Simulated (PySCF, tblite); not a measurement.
# C₇H₁₁OP: geometry, infrared bands and NMR shifts

Wanted: the infrared bands and NMR shifts of C₇H₁₁OP (`C#CCP1CCOCC1`), by calculation.

Programs: tblite 0.8.0 and PySCF 2.14.0, with density-fitted response routines of our own. Each step states its level of theory. These are calculated values for one molecule in the gas phase, unless marked as measured. Atoms count from 0, in the outputs and in this text.

### Step 1. Starting geometry

20 atoms, charge 0, multiplicity 1; geometry from: force field or distance geometry start.

Bonds of the start (Å): C0–C1 1.22, C1–C2 1.45, C2–P3 1.84, P3–C4 1.87, C4–C5 1.53, C5–O6 1.44, O6–C7 1.44, C7–C8 1.53, C8–P3 1.85, C0–H9 1.06, C2–H10 1.09, C2–H11 1.10, C4–H12 1.09, C4–H13 1.09, C5–H14 1.10, C5–H15 1.09, C7–H16 1.10, C7–H17 1.09, C8–H18 1.10, C8–H19 1.09.

### Step 2. Geometry optimisation with GFN2-xTB

Job settings and geometry (Å):

```
{"job": {"kind": "relax", "xc": "GFN2-xTB", "basis": "xTB"}, "charge": 0, "multiplicity": 1}
C      3.955700    -0.618000     0.146200
C      2.976000     0.027100    -0.184200
C      1.817600     0.802400    -0.575900
P      0.451100     0.515200     0.619500
C     -0.095800    -1.197100     0.119300
C     -1.554500    -1.429500     0.524200
O     -2.447900    -0.544900    -0.168200
C     -2.281400     0.827100     0.235700
C     -0.938000     1.387500    -0.227500
H      4.798200    -1.180900     0.443300
H      2.054400     1.870600    -0.587000
H      1.500100     0.532500    -1.593700
H     -0.016400    -1.285800    -0.966500
H      0.562200    -1.942900     0.571400
H     -1.698700    -1.320100     1.611400
H     -1.840000    -2.448400     0.266000
H     -3.093400     1.388900    -0.246000
H     -2.431000     0.906700     1.315500
H     -0.883700     2.463800    -0.001400
H     -0.839800     1.256600    -1.305100
```

The run is started by

```
$ OMP_NUM_THREADS=1 python probes_run.py task.json out
```

One launch serves the whole session: the jobs run in the order shown.

**Question.** This job is followed by: GFN2-xTB harmonic vibrations, gas phase; GIAO PBE0/pcSseg-1 NMR shielding, non-relativistic, gas phase. Predict these results of the whole session: strongest single infrared mode (GFN2-xTB); zero-point energy (GFN2-xTB); ¹³C shifts against TMS (PBE0/pcSseg-1, means over atoms taken as alike); ¹H shifts against TMS (PBE0/pcSseg-1, means over atoms taken as alike); ³¹P shifts against H3PO4 (PBE0/pcSseg-1); ¹⁷O shifts against H2O (PBE0/pcSseg-1).

**Answer**, as computed:

| quantity | value |
| --- | --- |
| strongest single infrared mode (GFN2-xTB) | 2847 cm⁻¹, 99 km/mol |
| zero-point energy (GFN2-xTB) | 100.7 kcal/mol |
| ¹³C shifts against TMS (PBE0/pcSseg-1, means over atoms taken as alike) | 84.3, 76.1, 70.1, 32.7, 24.9 ppm |
| ¹H shifts against TMS (PBE0/pcSseg-1, means over atoms taken as alike) | 3.96, 2.41, 1.57, 1.41 ppm |
| ³¹P shifts against H3PO4 (PBE0/pcSseg-1) | -66.5 ppm |
| ¹⁷O shifts against H2O (PBE0/pcSseg-1) | 53.1 ppm |

**Reading.** Over 51 steps the energy fell by 0.121 eV; of the close pairs, C2–P3 changed most, 1.838 to 1.873 Å. All 54 modes are real, so the xTB geometry is a minimum. Unscaled tight-binding wavenumbers are off by several per cent, some by more. Its intensities can rank the bands wrongly. H14, H15, H16, H17 (mean) (hydrogen on an sp3 CH2 bonded to O) lies farthest downfield among hydrogen, at 3.96 ppm; its carbon carries O, hence the downfield position. At PBE0/pcSseg-1: The largest span, 293 ppm, is at C1, where the paramagnetic term is -156 ppm.
